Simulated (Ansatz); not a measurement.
What does this script print? It uses Ansatz 0.2.0, Python API.

`methods_c2h7nsi2.py`
```python
'''One geometry of C2H7NSi2, method by method.'''

from pathlib import Path

import ansatz as az
import numpy as np

GEOMETRY = '''
C    -1.08440   -0.92580    1.33670
C    -0.20230   -0.11350    0.46840
N     0.66070    0.73430    0.88870
Si    1.50990    1.25660   -0.60430
Si   -0.03840   -0.19540   -1.36930
H    -0.79530   -1.90310    1.38980
H    -1.13540   -0.45110    2.33490
H    -2.10160   -0.84310    0.89330
H     1.17940    2.70880   -0.77580
H     2.86810    0.84700   -0.59070
H    -1.23870    0.32700   -2.07790
H     0.45490   -1.49680   -1.85970
'''


def main() -> None:
    mol = az.Crystal.molecule()
    for line in GEOMETRY.strip().splitlines():
        symbol, *xyz = line.split()
        mol = mol.atom(symbol, [float(v) for v in xyz])

    calculation = (
        mol.calculation()
        .basis(gaussian='cc-pVDZ')
        .scf(lower_state_search='standard')
    )

    print('functional    E (Ha)        dipole (D)   HOMO (eV)  LUMO (eV)')
    for name in ['r2scan0', 'pbe', 'revpbe', 'hf', 'lda', 'hse06']:
        summary = calculation.functional(name).forces().orbitals().run(threads=1, runs_dir='runs').report
        lines = Path(summary['orbitals_path']).read_text().splitlines()
        field_of = lambda key: [line.split('=')[1].strip() for line in lines if line.startswith(key)]
        orbitals = [(27.211386 * float(e), s, float(n)) for e, s, n in zip(field_of('Ene='), field_of('Spin='), field_of('Occup='))]
        homo = max(e for e, _, n in orbitals if n > 0.5)
        lumo = min(e for e, _, n in orbitals if n < 0.5)
        dipole = 4.803205 * np.linalg.norm(summary['charge_distribution']['dipole_moment_e_ang'])
        print(f'{name:10s} {summary["free_energy_ev"] / 27.211386246:14.6f} {dipole:9.3f} {homo:11.3f} {lumo:10.3f}')


if __name__ == '__main__':
    main()
```

```console
$ python methods_c2h7nsi2.py
functional    E (Ha)        dipole (D)   HOMO (eV)  LUMO (eV)
r2scan0       -713.954793     1.543      -6.413     -0.467
pbe           -713.628596     1.325      -4.892     -1.616
revpbe        -713.946961     1.318      -4.853     -1.551
hf            -712.078779     1.867      -9.513      3.430
lda           -710.571050     1.371      -4.987     -1.795
hse06         -713.685646     1.478      -5.845     -0.935
```

The settings weren't tested for convergence. The geometry is a force-field or estimated start, not a minimum of this method, and the basis set is short of its limit. A lower total doesn't mark the better method: functionals have no common bound, and MP2 and coupled cluster aren't variational. Levels such as HOMO and LUMO are orbital energies: with these approximate functionals they aren't the ionisation energy and electron affinity, and their gap isn't the fundamental gap. For Al to Cl the sets with a tight d function, cc-pV(X+d)Z, are usual. hse06 follows the composition of plane-wave codes, whose totals differ by tens of mHa, up to about 0.1 Ha, from the form usual in Gaussian-basis programs (wpbeh). Hardware and time: 36 s on 1 thread of Arm Neoverse V1 (shared host), peak memory 0.34 GiB.
